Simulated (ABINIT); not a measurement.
Crystal: Li2P.

```
Li P
1.0
    -1.65943    1.65943    3.82191
     1.65943   -1.65943    3.82191
     1.65943    1.65943   -3.82191
Li P
2 1
Cartesian
  0.0000 0.0000 5.0502
  0.0000 0.0000 2.5936
  0.0000 0.0000 0.0000
```

The cell was built by a generator and needn't be a form met in nature.

The cell isn't the ideal one: cell taken from the last step of an earlier PBE relaxation by this program, which needn't have reached its minimum.

Base run:

- Program: ABINIT 10.8.3 (patched build)
- Functional: PBE
- Potentials or basis: JTH PAW PBE v2.0
- Cutoff: 544 eV
- k mesh: 11 × 11 × 11
- Occupations: fermi-dirac, width 0.05 eV
- Spin: no spin polarisation

Its results: band gap on the k mesh none (metal or under the smearing width); pressure -0.5 GPa.

**Question.** The run is repeated on the same cell with these changes: functional from PBE to PBEsol. What comes out?

**Answer.** Band gap on the k mesh none (metal or under the smearing width); pressure -1.7 GPa.

PBEsol binds more tightly than PBE, so the same cell stands under less pressure.

Caveats: the PAW data sets were made with another functional, which shifts forces and pressure a little (some runs).
